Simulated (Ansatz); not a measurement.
## SiF in Ansatz: the effect of strain

The system is SiF.

```
Si F
1.0
     1.33860    0.77284    3.74238
    -1.33860    0.77284    3.74238
     0.00000   -1.54568    3.74238
Si F
1 1
Direct
  0.50000 0.50000 0.50000
  0.00000 0.00000 0.00000
```

The cell was built by a generator and needn't be a form met in nature.

Alike in all runs:

| Property | Result |
| --- | --- |
| Program | Ansatz 0.2.0 |
| Task | single point |
| Functional | PBE |
| Potentials or basis | Ansatz PAW |
| Cutoff | 420 eV (not typed: the program's choice for these potentials) |
| k mesh | 10 × 10 × 10 |
| Occupations | fermi-dirac, width 0.05 eV |
| Spin | no spin polarisation |
| Kind of strain | uniaxial |

```tsv
strain	pressure (GPa)
-0.04	6.1
-0.02	2.8
-0.01	1.4
0	0.0
0.01	-1.3
0.02	?
0.04	-4.5
```

Question: What does the run with strain 0.02 give?

Answer: Pressure -2.4 GPa.

Worked out: A parabola through the other rows of the pressure, of slope -112 GPa per unit of strain there, gives -2.5 GPa, against the run's -2.4.

Caveats: an odd number of electrons without spin polarisation forces a metal; a magnetic or distorted state may lie lower.
